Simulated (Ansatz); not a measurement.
**AlGaH (quartet): the correlation ladder at distance Al1–H3 = 2.544 Å, 6-31G**

How much of the correlation energy of AlGaH (quartet) does each wave-function method recover here?

Method: 6-31G, core rule «outside noble gas», up to 19 orbitals frozen; program: Ansatz 0.2.0, Gaussian basis.

To be run: UHF; CCSD(T) on ROHF; CCSD(T) on UHF; BCCD(T) on ROHF; CISD; CCSDT(Q) on ROHF; CCSDT(Q) on UHF; CASSCF and MRCISD+Q, 5 electrons in 5 orbitals; CASSCF and NEVPT2, 5 electrons in 5 orbitals; CASSCF and MRCISD+Q, 7 electrons in 9 orbitals; CASSCF and NEVPT2, 7 electrons in 9 orbitals; Full CI.

32 further runs of the same task are left out: 25 that didn't finish, 7 set aside as unsound or not needed.

### 1 What is computed

The geometry derives from a PBE0/def2-TZVP stationary point (not a proven minimum). One bond is set to the value named and the two fragments are kept rigid. No spin-orbit coupling is included. The filled d shell of Ga may be among the frozen orbitals whatever the setting's name suggests; the logs give the count.

3 atoms, charge 0, spin multiplicity 4.

Atoms are counted from 1 here; the program's logs count them from 0.

Bond lengths: Al1–Ga2 2.344 Å.

Coordinates:

```
Al    0.0000    0.0000   -0.0668
Ga    0.0000    0.0000   -2.4104
H     0.0000    0.0000    2.4772
```

### 2 UHF

Input file in.yaml:

```yaml
crystal:
  periodic: [false, false, false]
  atoms:
    - {symbol: Al, position_ang: [0.000000, 0.000000, -0.066800]}
    - {symbol: Ga, position_ang: [0.000000, 0.000000, -2.410400]}
    - {symbol: H, position_ang: [0.000000, 0.000000, 2.477200]}
basis:
  gaussian: {orbitals: 6-31G}
magnetization: {spin_polarized: true, initial_magnetization: 3}
hamiltonian: {xc: hf}
output: {orbitals: {seedname: orbitals}}
```

On the command line:

```console
ansatz run in.yaml --threads 1 --pin off --events-out ev --progress --plain --max-ram 2393MiB
```

After this run come: CCSD(T) on ROHF; CCSD(T) on UHF; BCCD(T) on ROHF; CISD; CCSDT(Q) on ROHF; CCSDT(Q) on UHF; CASSCF and MRCISD+Q, 5 electrons in 5 orbitals; CASSCF and NEVPT2, 5 electrons in 5 orbitals; CASSCF and MRCISD+Q, 7 electrons in 9 orbitals; CASSCF and NEVPT2, 7 electrons in 9 orbitals; Full CI.

Q: Predict the results of all the runs planned. Wanted: FCI below the RHF energy; RMP2 from FCI; UMP2 from FCI; RCCSD from FCI; RCCSD(T) from FCI; UCCSD(T) from FCI; RCCSDT(Q) from FCI; UCCSDT(Q) from FCI; NEVPT2 pair from FCI.

**Answer**, as computed:

```
                         quantity                                                                                  value
         FCI below the RHF energy                                                                             -2.7120 eV
                    RMP2 from FCI                                                                           +95.9 kJ/mol
                    UMP2 from FCI                                                                           +95.2 kJ/mol
                   RCCSD from FCI                                                                           +18.0 kJ/mol
                RCCSD(T) from FCI                                                                            +5.5 kJ/mol
                UCCSD(T) from FCI                                                                            +6.1 kJ/mol
               RCCSDT(Q) from FCI                                                                            +0.4 kJ/mol
               UCCSDT(Q) from FCI                                                                            +0.2 kJ/mol
             NEVPT2 pair from FCI                                                                           +56.3 kJ/mol
           MRCISD+Q pair from FCI                                                                            +3.8 kJ/mol
          NEVPT2 valence from FCI                                                                           +14.8 kJ/mol
levels within 1 kcal/mol (43 meV)  RCCSDT, UCCSDT, RCCSDT(Q), UCCSDT(Q), MRCISD+Q pair, MRCISD valence, MRCISD+Q valence
                    T1 diagnostic                                                                                  0.052
   effectively unpaired electrons                                                                                   3.24
```

RCCSD(T) lands +5.5 kJ/mol from the yardstick (2.1 % of the correlation energy). The occupations show some static correlation. Of the multireference levels listed MRCISD+Q valence comes nearest in total energy (+0.4 kJ/mol), which doesn't show that its space is the better one. Coupled cluster took another determinant than the lowest Hartree-Fock one. These misses are within one basis, not against nature; the frozen cores of restricted and unrestricted runs differ, which can shift their rows.
